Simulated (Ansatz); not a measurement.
# WC: the cost of one run

Computed with Ansatz 0.2.0 (DFT PBEsol, scalar-relativistic, unless a step's input says otherwise).

### 1 Starting point

Symmetry: P-6m2, No. 187, hexagonal system. Conventional cell: a = 2.901 Å, b = 2.901 Å, c = 2.829 Å, α = 90.00°, β = 90.00°, γ = 120.00°. Around W (site symmetry -6m2) lie 6 C at 2.19 Å. C (site symmetry -6m2) is surrounded by 6 W at 2.19 Å.

As a file:

```cif
data_structure
_symmetry_space_group_name_H-M 'P-6m2'
_symmetry_Int_Tables_number 187
_cell_length_a 2.9005
_cell_length_b 2.9005
_cell_length_c 2.8290
_cell_angle_alpha 90.000
_cell_angle_beta 90.000
_cell_angle_gamma 120.000
_cell_volume 20.61
loop_
_atom_site_label
_atom_site_type_symbol
_atom_site_symmetry_multiplicity
_atom_site_Wyckoff_symbol
_atom_site_fract_x
_atom_site_fract_y
_atom_site_fract_z
_atom_site_occupancy
W1 W 1 a 0.00000 0.00000 0.00000 1
C1 C 1 f 0.66667 0.33333 0.50000 1
```

The file gives the conventional cell by its symmetry; the runs use the cell typed in the input.

Atoms are numbered in the order of the input: W1, C2.

### 2 The deformed structure

Space group P-6m2 before, P-6m2 after.

### 3 Full-potential LAPW

The input, input.yaml:

```yaml
crystal:
  lattice:
    - [2.9585114647, 0.0, 0.0]
    - [-1.4792557324, 2.5621460858, 0.0]
    - [0.0, 0.0, 2.829]
  atoms:
    - { symbol: W, position: [0.0, 0.0, 0.0] }
    - { symbol: C, position: [0.6666666667, 0.3333333333, 0.5] }
kpoints:
  mp_grid: { grid: [13, 13, 12] }
  band_path:
    path:
      - [0.0, 0.0, 0.0]
      - [0.5, 0.0, 0.0]
      - [0.3333333333, 0.3333333333, 0.0]
      - [0.0, 0.0, 0.0]
      - [0.0, 0.0, 0.5]
      - [0.5, 0.0, 0.5]
      - [0.3333333333, 0.3333333333, 0.5]
      - [0.0, 0.0, 0.5]
      - [0.5, 0.0, 0.5]
    npoints: 5
scf:
  occupations: { method: fermi_dirac, width: 0.05 }
hamiltonian:
  xc: pbesol
  pseudopotentials: { kind: all_electron, lapw: { basis_error: 0.001 } }
output:
  forces: true
  stress: true
  eigenvalues: true
```

Run with:

```console
$ ansatz run input.yaml --threads 1 --pin off --max-ram 3072MiB --backend cpu --events-out ev --progress --plain --runs-dir out
```

Q: Estimate wall time and peak memory on 1 thread of Arm Neoverse V2, shared host.

About 53 s, with a peak of 0.47 GiB.
